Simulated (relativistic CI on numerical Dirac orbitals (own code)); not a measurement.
# Ni³⁺: L-alpha,beta emission multiplets

Wanted: the shape of the L-alpha,beta emission spectrum of Ni³⁺ in 3 surroundings, from the same atomic integrals.

Program: relativistic CI on numerical Dirac orbitals (own code) version 1. Level of theory: Dirac-Coulomb-Breit CI, KLI orbitals optimised for each configuration, model QED (radiative potential, 1s self-energy scaled to tabulated hydrogen-like ionisation energies), valence Slater integrals scaled by 0.8, multiplet model of X-ray emission after core ionisation in a parametric crystal field. These are calculated values, not measurements, unless marked.

**1. The system**

| Item | Value |
| --- | --- |
| ion | Ni³⁺ (Ni IV) |
| nuclear charge | 28 |
| electrons | 25 |
| configurations | [Ar] 3d7 → [He] 2s2 2p5 3s2 3p6 3d7 → [Ar] 3d6 |
| temperature | 80 K |
| widths | Lorentz 0.6 eV, Gauss 0.5 eV |
| surrounding 1 | D3d, 10Dq = 17150, Dsigma = 80, Dtau = 390 cm⁻¹ |
| surrounding 2 | Oh, 10Dq = 23800 cm⁻¹ |
| surrounding 3 | D4h, 10Dq = 20700, Ds = 890, Dt = 50 cm⁻¹ |

**2. Surrounding 1: D3d, 10Dq = 17150, Dsigma = 80, Dtau = 390**

Input settings:

```ini
atom Ni  Z=28  charge=3  electrons=25
nucleus A=58  rms_radius_fm=3.7757
hamiltonian dirac-coulomb  breit=on  qed=on  c_scale=1
orbitals kli  potential=per-configuration
slater_scale 0.8
correlation none
mixing on
configurations
  [Ar] 3d7
  [He] 2s2 2p5 3s2 3p6 3d7
  [Ar] 3d6
end
emission L-alpha,beta T=80 lorentz=0.6 gauss=0.5
crystal_field D3d 10Dq=17150 Dsigma=80 Dtau=390
```

**3. Surrounding 2: Oh, 10Dq = 23800**

Changes to the settings of step 2:

```diff
@@ -13,2 +13,2 @@
 emission L-alpha,beta T=80 lorentz=0.6 gauss=0.5
-crystal_field D3d 10Dq=17150 Dsigma=80 Dtau=390
+crystal_field Oh 10Dq=23800
```

**4. Surrounding 3: D4h, 10Dq = 20700, Ds = 890, Dt = 50**

Changes to the settings of step 3:

```diff
@@ -13,2 +13,2 @@
 emission L-alpha,beta T=80 lorentz=0.6 gauss=0.5
-crystal_field Oh 10Dq=23800
+crystal_field D4h 10Dq=20700 Ds=890 Dt=50
```

(Steps that only read results are left out.)

**Question.** What will these runs give? Wanted: highest peak, first run; ground spin.

As calculated:

| surrounding | ground S | centroid (eV) | spread (eV) | up to four highest peaks (% of the highest), eV |
| --- | --- | --- | --- | --- |
| 1: D3d | 1.50 | 867.05 | 8.45 | 858.2 (66), 860.5 (56), 873.8 (75), 876.0 (100) |
| 2: Oh | 0.60 | 866.18 | 8.85 | 857.5 (89), 861.1 (40), 873.8 (67), 875.9 (100) |
| 3: D4h | 1.14 | 866.89 | 8.69 | 857.6 (71), 858.2 (70), 873.8 (78), 876.1 (100) |

```
                           quantity         value
            highest peak, first run      876.0 eV
ground spin (effective S from ⟨S²⟩)  0.60 to 1.50
```

The ground spin changes between the runs (1.50 to 0.60), and the line shape with it. The position of the maximum differs by up to 0.2 eV between the surroundings, by shifts of peaks or by peaks exchanging rank. Photon energies are those of the free ion; lines in solids lie some eV away, more where the ion's charge is far from that in the solid.
